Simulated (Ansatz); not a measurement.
**C₂H₅BrSi: one species, many methods**

Aim: compute C₂H₅BrSi with functionals from several rungs and with coupled cluster, and see how far each lands from CCSD(T) at the basis-set limit for the atomisation energy.

Computed with Ansatz 0.2.0, Gaussian basis. Level: functionals in def2-TZVPP, the program's frozen cores in correlated methods.

Plan: LDA (SPW92), PBE-D4, revPBE-D4, BLYP-D4, r2SCAN-D4, B97M-V, PBE0-D4, B3LYP-D4, r2SCANh-D4, r2SCAN0-D4, HSE06-D4, BHLYP-D4, CAM-B3LYP-D4, LC-ωPBE, ωB97X-V, ωB97M-V, B2PLYP, PBE-QIDH; CCSD(T)/def2-SVP; CCSD(T)/def2-TZVPP; MP2/def2-QZVPP; extrapolation to the limit; RPA on PBE.

## Step 1: Structure used throughout

The geometry comes from an earlier relaxation with PBE0-D4 in a triple-zeta def2 set; it is a stationary point, not always the lowest conformer.

9 atoms, charge 0, spin multiplicity 1.

Atoms are counted from 1 here; the program's logs count them from 0.

Bond lengths: C1–C2 1.518 Å, C1–H5 1.092 Å, C1–H6 1.093 Å, C1–H7 1.092 Å, C2–Si3 1.893 Å, C2–H8 1.104 Å, C2–H9 1.104 Å, Si3–Br4 2.262 Å. Angles: C2–C1–H5 111.2°, C2–C1–H6 111.5°, C2–C1–H7 111.2°, H5–C1–H6 107.9°, H5–C1–H7 106.9°, H6–C1–H7 107.9°, C1–C2–Si3 124.2°, C1–C2–H8 111.2°, C1–C2–H9 111.2°, Si3–C2–H8 102.6°, Si3–C2–H9 102.5°, H8–C2–H9 102.8°, C2–Si3–Br4 102.0°.

## Step 2: LDA

This LDA is Slater exchange with PW92 correlation.

The input, in.yaml:

```yaml
crystal:
  periodic: [false, false, false]
  atoms:
    - {symbol: C, position_ang: [0.085148, 0.945053, -0.004187]}
    - {symbol: C, position_ang: [-0.334398, -0.397674, 0.566231]}
    - {symbol: Si, position_ang: [0.006286, -2.061614, -0.269122]}
    - {symbol: Br, position_ang: [1.086338, -1.428747, -2.153577]}
    - {symbol: H, position_ang: [-0.360495, 1.113697, -0.986263]}
    - {symbol: H, position_ang: [-0.215826, 1.769383, 0.647656]}
    - {symbol: H, position_ang: [1.167645, 0.998142, -0.134467]}
    - {symbol: H, position_ang: [0.077748, -0.548463, 1.578762]}
    - {symbol: H, position_ang: [-1.424047, -0.436077, 0.737866]}
basis:
  gaussian: {orbitals: def2-TZVPP}
hamiltonian: {xc: lda}
output: {orbitals: {seedname: orbitals}}
```

Launch:

```
$ ansatz run in.yaml --threads 4 --pin off --events-out ev --progress --plain --max-ram 10444MiB
```

After this run come: PBE-D4 (GGA); revPBE-D4 (GGA); BLYP-D4 (GGA); r2SCAN-D4 (meta-GGA); B97M-V (meta-GGA); B3LYP-D4 (hybrid); r2SCANh-D4 (hybrid); r2SCAN0-D4 (hybrid); HSE06-D4 (hybrid); BHLYP-D4 (hybrid); CAM-B3LYP-D4 (range-separated); LC-ωPBE (range-separated); ωB97X-V (range-separated); ωB97M-V (range-separated); B2PLYP (double hybrid); PBE-QIDH (double hybrid); CCSD(T) in def2-SVP; CCSD(T) in def2-TZVPP; MP2 in def2-QZVPP; RPA on PBE orbitals.

**Question.** What will the summary of the whole plan be? Wanted: atomisation energy, CCSD(T)/CBS; farthest beyond LDA; mean size of error, GGA; mean size of error, meta-GGA; mean size of error, hybrid; mean size of error, range-separated; mean size of error, double hybrid; gap, smallest and largest; T1 diagnostic.

The runs gave:

| quantity | value |
| --- | --- |
| atomisation energy, CCSD(T)/CBS | 766.7 kcal/mol |
| functionals within 7.7 kcal/mol (1.0 %) | revPBE-D4, BLYP-D4, r2SCAN-D4, B97M-V, PBE0-D4, B3LYP-D4, r2SCANh-D4, HSE06-D4, CAM-B3LYP-D4, ωB97X-V, ωB97M-V, PBE-QIDH |
| farthest beyond LDA | BHLYP-D4 (-19.1 kcal/mol) |
| mean size of error, GGA | 7.3 kcal/mol |
| mean size of error, meta-GGA | 0.7 kcal/mol |
| mean size of error, hybrid | 6.2 kcal/mol |
| mean size of error, range-separated | 3.4 kcal/mol |
| mean size of error, double hybrid | 7.5 kcal/mol |
| gap, smallest and largest | 2.17 eV (LDA (SPW92)), 8.77 eV (LC-ωPBE) |
| T1 diagnostic | 0.0107 |
| triples share of the correlation energy | 3.8 % |

In words: LDA overbinds by 101.7 kcal/mol (13 %). PBE-D4 is off by +11.9 kcal/mol. Double hybrids carry the basis error of their MP2 part in triple zeta, and no dispersion term here, so their miss is partly the set-up's. The rungs meta-GGA, range-separated, hybrid, GGA, double hybrid miss on average by less than the doubt on the reference (7.7 kcal/mol), so they tie. Misses under about 7.7 kcal/mol are within the doubt on the reference itself, which lacks core-valence correlation, relativity and higher excitations, and its outer-core shells are covered unevenly. All levels share the lack of spin-orbit coupling, which lowers the free heavy atoms and so the true binding. Hartree-Fock recovers 74 % of the binding; the rest is correlation. CCSD(T) in def2-SVP is off by -40.6 kcal/mol, worse than the median functional, from the basis alone. The gap grows from 2.2 to 8.8 eV across the functionals, mostly with the share of exact exchange. The restricted reference is unstable towards a spin-broken one. Correlated methods include outer-core shells of Br, which these sets cover unevenly.
